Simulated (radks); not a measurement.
# Ca⁴⁺ in [Ne] 3s1 3p5: an all-electron calculation

Aim: the levels, the sizes of the orbitals and the parts of the energy of the calcium ion Ca4+.

Method: scalar-relativistic Kohn-Sham, PBE, spin-polarised, spherical densities, point nucleus; open shells are filled with parallel spins first. Code: radks (a radial shooting solver on a logarithmic mesh, Libxc functionals) version 1.

**1. Starting point**

- element: calcium (Z = 20)
- charge: +4
- electrons: 16
- configuration: [Ne] 3s1 3p5

The outer shells:

Ca⁴⁺
```
[Ne] core
3s [↑ ]
3p [↑↓][↑↓][↑ ]
```

**2. The calculation**

Settings of this run:

```text
Z 20
configuration [Ne] 3s1 3p5
relativity scalar-relativistic
functional pbe,pbe
spin polarised
nucleus point
c 137.035999084
```

Command:

```
python run_ks.py task.json out
```

All runs below come from this command, one after another.

Q: Predict the outcome of this run.

As calculated:

```
                        quantity                     value
                    total energy        -674.58156 hartree
exchange-correlation share of it                    5.10 %
                            −T/E                    1.0070
          highest occupied level       3p down, -75.962 eV
    most extended occupied level  3p down, <r> = 1.17 bohr
 radius at density 0.001 e/bohr³                 2.68 bohr
    maxima of the radial density                         3
```

The radial density shows 3 maxima for 3 occupied principal shells. Relativity lifts −T/E to 1.007. This is not the tabulated ground configuration, so its levels and sizes aren't those of the ground state, and no measured value stands beside it.
